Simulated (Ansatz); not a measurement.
**Al₂InN₃: a line through a two-coordinate scan**

How does the energy of Al₂InN₃ (Cmc2_1, No. 36; 12 atoms in the cell) vary with stretch along b over the lengths across it, at volume per atom = 11.19 Å³?

Computed with Ansatz 0.2.0 (DFT PBE, scalar-relativistic, plane waves, PAW, unless a step's input says otherwise).

16 further runs of the same task are left out: 16 set aside as unsound or not needed.

**1. The system as given**

It takes space group Cmc2_1 (No. 36, orthorhombic). The conventional cell has a = 9.833 Å, b = 5.655 Å, c = 5.249 Å, α = 90.00°, β = 90.00°, γ = 90.00°. Around Al (site symmetry 1) lie 4 N at 1.90 to 1.92 Å. In (site symmetry m) has 4 N at 2.18 to 2.20 Å as nearest neighbours. Around N (site symmetry 1) lie 3 Al at 1.90 to 1.92 Å and 1 In at 2.18 Å. Around N (site symmetry m) lie 2 Al at 1.91 Å and 2 In at 2.19 to 2.20 Å.

Coordinates:

```cif
data_structure
_symmetry_space_group_name_H-M 'Cmc2_1'
_symmetry_Int_Tables_number 36
_cell_length_a 9.8331
_cell_length_b 5.6551
_cell_length_c 5.2491
_cell_angle_alpha 90.000
_cell_angle_beta 90.000
_cell_angle_gamma 90.000
_cell_volume 291.89
loop_
_atom_site_label
_atom_site_type_symbol
_atom_site_symmetry_multiplicity
_atom_site_Wyckoff_symbol
_atom_site_fract_x
_atom_site_fract_y
_atom_site_fract_z
_atom_site_occupancy
Al1 Al 8 b 0.67165 0.66321 0.49174 1
In1 In 4 a 0.00000 0.67793 0.48699 1
N1 N 8 b 0.68519 0.64843 0.85570 1
N2 N 4 a 0.00000 0.70176 0.90613 1
```

It goes back to an entry of the Materials Project, which need not be the stable form.

This cell was relaxed beforehand with the same method: volume 12.16 Å³/atom, gap on the mesh 2.16 eV.

**2. What is varied**

The energy is mapped over volume and the cell's shape.

The axes are (1) volume per atom: 7 values from 10.70 to 13.62 Å³; (2) stretch along b over the lengths across it, relative to the relaxed cell: 7 values from 0.923 to 1.083.

Nothing else is relaxed (fractional coordinates fixed). Energies count from the relaxed crystal. Points are written as (first, second).

**3. Grid point (11.19 Å³, 0.923)**

Input file input.yaml:

```yaml
crystal:
  lattice:
    - [4.9112360591, -2.6069961457, 0.0]
    - [4.9112360591, 2.6069961457, 0.0]
    - [0.0, 0.0, 5.2433799143]
  atoms:
    - { symbol: Al, position: [0.0084427086, 0.3348641725, 0.9917411822] }
    - { symbol: Al, position: [0.6651358275, 0.9915572914, 0.9917411822] }
    - { symbol: Al, position: [0.9915572914, 0.6651358275, 0.4917411822] }
    - { symbol: Al, position: [0.3348641725, 0.0084427086, 0.4917411822] }
    - { symbol: In, position: [0.3220722962, 0.6779277038, 0.9869930315] }
    - { symbol: In, position: [0.6779277038, 0.3220722962, 0.4869930315] }
    - { symbol: "N", position: [0.0367610679, 0.3336262977, 0.355696391] }
    - { symbol: "N", position: [0.6663737023, 0.9632389321, 0.355696391] }
    - { symbol: "N", position: [0.9632389321, 0.6663737023, 0.855696391] }
    - { symbol: "N", position: [0.3336262977, 0.0367610679, 0.855696391] }
    - { symbol: "N", position: [0.2982358752, 0.7017641248, 0.4061317922] }
    - { symbol: "N", position: [0.7017641248, 0.2982358752, 0.9061317922] }
basis:
  ecutwfc: 520.0
kpoints:
  mp_grid: { grid: [6, 6, 6] }
hamiltonian:
  xc: pbe
  pseudopotentials: { kind: paw, azcp: { folder: soft_1 } }
scf:
  occupations: { method: gaussian, width: 0.05 }
output:
  forces: true
  stress: true
  eigenvalues: true
  write_density: true
  write_potential: true
  elf: true
  volumetric_format: npy
```

The run is started by

```console
$ ansatz run input.yaml --threads 4 --pin off --max-ram 8192MiB --backend cpu --events-out ev --progress --plain --runs-dir out
```

What it wrote:

```text
Warning: RAYON_NUM_THREADS=4 ignored (pool sized by the plan → 4); use --threads N
Engine: ansatz 0.2.0, aarch64-unknown-linux-gnu
Pseudopotentials: kind: paw
Pseudopotential: Al, paw, valence charge 3, recommended cutoff 420 eV (normal), <dir>
Pseudopotential: In, paw, valence charge 13, recommended cutoff 420 eV (normal), <dir>
Pseudopotential: N, paw, valence charge 5, recommended cutoff 420 eV (normal), <dir>
Functional definition: PBE
  parameter kappa = 0.804
  parameter beta = 0.06672455060314922
  exchange = pbe_x(kappa = kappa, mu = beta*pi^2/3)
  correlation = pbe_c(beta = beta)
Crystal: 12 atoms, lattice volume = 134.268 Å³
Basis set: ecut = 520 eV, 3609 PW (Γ), exchange–correlation on 90×90×80 points (8 copies of the dense FFT grid, shifted against one another)
Bands: 46, of which v1, the nominal top of the filled ones, is band 34 counted from 1 (33 counted from 0)
Symmetry: 4 space group operations
Space group: Cmc21 (ITA 36), of the structure as read, at distance tolerance 5.1e-5 Å
k-points: 52 of 216 (time reversal used)
Non-local potential: Al, projectors of the file, l = 0: 2, l = 1: 2, l = 2: 1
Non-local potential: In, projectors of the file, l = 0: 2, l = 1: 2, l = 2: 2, l = 3: 1
Non-local potential: N, projectors of the file, l = 0: 2, l = 1: 2, l = 2: 1
PAW form: soft (Blöchl's): semilocal exchange-correlation on the pseudo side does not see the compensation charge
PAW one-centre angular grid: Al, 110 points (default); XC on 64 Gauss nodes
PAW one-centre angular grid: In, 590 points (default); XC on 64 Gauss nodes
PAW one-centre angular grid: N, 110 points (default); XC on 64 Gauss nodes
Initial density: superposition of atomic densities (chi_scale 0.1, normalization cell, long waves kept (reshape's long-wave potential 0.07 eV rms))
Initial wavefunctions: pseudopotential atomic-orbital guess
Functional: x = pbe(κ = 0.804, μ = 0.2195149727645171), c = pbe(β = 0.06672455060314922)
SCF iter   1: F=—  HF=-15666.159058 eV  |F-HF|=—  |Δ(HF+E_count)|=         —  Δρ=1.23e-1  dr2=2.42e1  ethr=3.10e-3  ⟨swp⟩=6.5  Hψ=10325  notcnv=0  defer=55
preconditioner: auto → Resta (q_TF=auto, 2.436 Å⁻¹)  ε∞=3.9  [insulator: Δε(μ)=3.598 eV  Ē_g=15.415 eV  σ=0.050 eV  W_gap=1.00  n_scr=28 (ndim 8)  ℏωp=26.4 eV  f_vac=0.000  D(μ)=0.00/eV (n_scr^D=0)  ε∞_Penn≈3.9]
SCF iter   2: F=—  HF=-15660.160041 eV  |F-HF|=—  |Δ(HF+E_count)|=    6.00e0  Δρ=5.08e-2  dr2=4.04e0  ethr=3.10e-3  ⟨swp⟩=3.0  Hψ=5206  notcnv=0  defer=305
SCF iter   3: F=—  HF=-15659.070197 eV  |F-HF|=—  |Δ(HF+E_count)|=    1.09e0  Δρ=1.33e-2  dr2=1.77e-1  ethr=3.10e-3  ⟨swp⟩=2.1  Hψ=3425  notcnv=0  defer=305
SCF iter   4: F=—  HF=-15659.058675 eV  |F-HF|=—  |Δ(HF+E_count)|=   1.15e-2  Δρ=1.56e-3  dr2=2.95e-3  ethr=2.61e-4  ⟨swp⟩=2.1  Hψ=3139  notcnv=0  defer=303
SCF iter   5: F=—  HF=-15659.061061 eV  |F-HF|=—  |Δ(HF+E_count)|=   2.39e-3  Δρ=3.97e-4  dr2=2.13e-4  ethr=4.34e-6  ⟨swp⟩=2.5  Hψ=3597  notcnv=0  defer=303
SCF iter   6: F=—  HF=-15659.061161 eV  |F-HF|=—  |Δ(HF+E_count)|=   1.00e-4  Δρ=1.19e-4  dr2=1.25e-5  ethr=3.13e-7  ⟨swp⟩=2.0  Hψ=3691  notcnv=0  defer=303
SCF iter   7: F=—  HF=-15659.061151 eV  |F-HF|=—  |Δ(HF+E_count)|=   9.54e-6  Δρ=2.47e-5  dr2=6.25e-7  ethr=1.84e-8  ⟨swp⟩=2.0  Hψ=3824  notcnv=0  defer=303
SCF iter   8: F=-15659.061152 eV  HF=-15659.061152 eV  |F-HF|=1.11e-8  |Δ(HF+E_count)|=   2.23e-7  Δρ=4.73e-6  dr2=2.26e-8  ethr=1.47e-10  ⟨swp⟩=17.0  Hψ=20456  notcnv=0
SCF 1 converged in 8 iterations: F = -15659.061152 eV  dr2 = 2.26e-8
SCF converged after 8 iterations
Free energy (F): -15659.061152 eV
Harris-Foulkes:  -15659.061152 eV  (|F-HF|=1.11e-8)
Internal energy: -15659.061152 eV  (E = F + TS)
E sigma→0 (E₀):  -15659.061152 eV
Fermi energy:    10.331380 eV
--- Per-component energies (eV) ---
  E_band       = 106.718865
  E_kinetic    = 1338.121031
  E_local      = -3386.170137  (includes V_loc(G=0)·N_el)
  E_nonlocal   = 908.660894
  E_hartree    = 1354.298215
  E_xc         = -803.693923
  E_vxc        = -761.417589  (∫ρ·V_xc dr)
  E_paw        = -11073.704021  (= ΣΔE_a)
  E_vpaw       = -701.071036  (= ΣTr[D̂ρ^β])
  E_aug_tail   = -0.000307  (compensation charges beyond the density's cutoff)
  E_ewald      = -3996.572903
  E_smearing   = -0.000000  (= −TS)
  E_closure    = -0.000000  (closes the sum)
  Σ components = -15659.061152   (vs F -15659.061152, Δ=0.00e0)
--- Forces (eV/Å), atoms counted from 1 ---
  atom   1  Al    -0.14112317     1.00546728     0.69053295
  atom   2  Al     0.14112317     1.00546728     0.69053295
  atom   3  Al     0.14112317    -1.00546728     0.69053295
  atom   4  Al    -0.14112317    -1.00546728     0.69053295
  atom   5  In     0.00000000     1.45516538     0.43630339
  atom   6  In    -0.00000000    -1.45516538     0.43630339
  atom   7  N     -0.10032110     1.13840837    -0.78190732
  atom   8  N      0.10032110     1.13840837    -0.78190732
  atom   9  N      0.10032110    -1.13840837    -0.78190732
  atom  10  N     -0.10032110    -1.13840837    -0.78190732
  atom  11  N      0.00000000     1.33051295    -0.25353637
  atom  12  N      0.00000000    -1.33051295    -0.25353637
  max |Σ_I F_I| component: 3.66e-5 eV/Å
--- Stress (GPa, compression-positive) ---
        9.594830       0.000000       0.000000
        0.000000      38.162103       0.000000
        0.000000       0.000000       6.479658
  P = ⅓ Tr σ = 18.0789 GPa (180.789 kbar)
--- Band table (eV; the first three rows and the last of 52) ---
  k-point 0: bands = ["-6.2091", "-5.6171", "-5.1939", "-4.7660", "-4.7150", "-4.6827", "-3.8760", "-3.8242", "-3.7694", "-3.6787", "-3.6004", "-3.0659", "-2.6913", "-2.6277", "-2.2874", "-1.8415", "2.9371", "4.0946", "4.3267", "4.5316", "4.8653", "5.4005", "5.5054", "6.2575", "6.3426", "6.5965", "6.7437", "6.7438", "7.0090", "8.3550", "8.6995", "8.8422", "8.8837", "9.1148", "11.5480", "13.8933", "14.0429", "14.8547", "16.8964", "17.1231", "17.2319", "17.7580", "18.1053", "18.3515", "18.8161", "19.5382"]
  k-point 1: bands = ["-6.1313", "-5.5992", "-5.1675", "-4.7693", "-4.7586", "-4.6871", "-3.8633", "-3.8396", "-3.7652", "-3.6886", "-3.6046", "-3.1652", "-2.6787", "-2.6244", "-2.2951", "-1.9475", "3.3084", "4.1444", "4.3220", "4.4445", "4.7009", "5.0027", "5.1549", "6.2497", "6.3245", "6.7364", "7.0521", "7.1866", "7.4199", "8.2882", "8.3863", "8.7884", "8.7967", "9.0964", "12.0216", "13.9818", "14.3781", "15.0675", "16.8006", "16.9250", "17.0603", "17.4695", "17.6298", "17.6653", "18.7346", "19.0529"]
  k-point 2: bands = ["-5.9264", "-5.5873", "-5.1074", "-4.9071", "-4.7401", "-4.6996", "-3.8513", "-3.8335", "-3.7535", "-3.7115", "-3.6156", "-3.3981", "-2.6509", "-2.6203", "-2.2985", "-2.1322", "4.0263", "4.0575", "4.1822", "4.6533", "4.6830", "4.7637", "4.8146", "5.7884", "5.8640", "6.9035", "7.3032", "7.5501", "8.0761", "8.2488", "8.4737", "8.6806", "8.9273", "9.0337", "12.8794", "14.0882", "15.1931", "15.5972", "16.3038", "16.3598", "16.5555", "16.6708", "16.8510", "17.2552", "18.5151", "18.6871"]
  k-point 51: bands = ["-5.4305", "-5.4305", "-5.2152", "-5.2152", "-4.4995", "-4.4995", "-3.7961", "-3.7961", "-3.7705", "-3.7705", "-3.3995", "-3.3995", "-3.2870", "-3.2870", "-2.4306", "-2.4306", "3.6018", "3.6018", "4.6826", "4.6826", "5.1316", "5.1316", "6.9195", "6.9195", "7.0773", "7.0773", "7.1957", "7.1957", "7.7389", "7.7389", "8.0769", "8.0769", "8.1867", "8.1867", "13.6604", "13.6604", "14.8143", "14.8143", "15.2967", "15.2967", "16.8333", "16.8333", "18.5735", "18.5735", "18.6178", "18.6178"]
```

It took 15 s on 4 threads of Arm Neoverse V1, shared host; peak memory 0.69 GiB.

Axes a, b and c in the maps are those of this run's conventional cell (a, b, c = 9.822, 5.214, 5.243 Å).

Density in a lattice plane of the grid's cell (edges 9.82 and 5.24 Å, at 0.163 of the third edge), which holds Al and In and N.

Values in e/Å³, 6 rows by 12 columns:
```
 0.74  0.30  0.13  0.29  0.37  0.31  1.41  0.31  0.37  0.29  0.13  0.30
 0.23  0.12  0.08  0.11  0.14  0.11  0.13  0.11  0.14  0.11  0.08  0.12
 1.24  0.37  0.78  0.50  0.14  0.51  1.96  0.51  0.14  0.50  0.78  0.37
 0.25  0.43  3.29  1.40  0.15  0.52  2.59  0.52  0.15  1.40  3.29  0.43
 0.09  0.16  0.56  0.28  0.07  0.22  0.73  0.22  0.07  0.28  0.56  0.16
 0.65  0.33  0.05  0.19  0.21  1.22 10.23  1.22  0.21  0.19  0.05  0.33
```
Columns run along the first of these edges and rows up along the second, over one cell in 12 and 6 even steps from the bottom left corner. Atoms in the plane (fractional): Al at (0.17, 0.99), Al at (0.83, 0.99), In at (0.50, 0.99), N at (0.19, 0.36), N at (0.81, 0.36).

ELF in the same plane.

Ten even steps from ' ' (0.00) to '@' (0.87):
```
@@@@##..  ..++##**--::..  ..::--**##++..  ..##@@
####==....::==****==..::::::..==****==::....==##
--::..      ..--==::..      ..::==--..      ..::
::::..::::::::......--++++++--......::::::::..::
::::::**%%%%%%++..==%%@@%%@@%%==..++%%%%%%**::::
::::==%%==++@@%%::++@@%%::%%@@++::%%@@++==%%==::
....++%%****@@**..::##%%%%%%##::..**@@****%%++..
    --%%@@@@##--  ..::::--::::..  --##@@@@%%--  
==--::..----::......::::..::::......::----..::--
@@@@##  ::  ::++==::::      ::::==++::  ::  ##@@
```
Columns run along the first of these edges and rows up along the second, over one cell in 24 and 10 even steps from the bottom left corner. Atoms in the plane (fractional): Al at (0.17, 0.99), Al at (0.83, 0.99), In at (0.50, 0.99), N at (0.19, 0.36), N at (0.81, 0.36).

Both are smooth fields of the valence electrons: close to the nuclei they are not physical.

The highest ELF values outside the cores: 0.90 on the N–Al line, 0.8 Å from N; 0.81 on the N–In line, 0.7 Å from N; 0.80 in the shell around N, 0.7 Å from N.

That is 103 meV/atom from the zero.

[end of part 1 of 2]
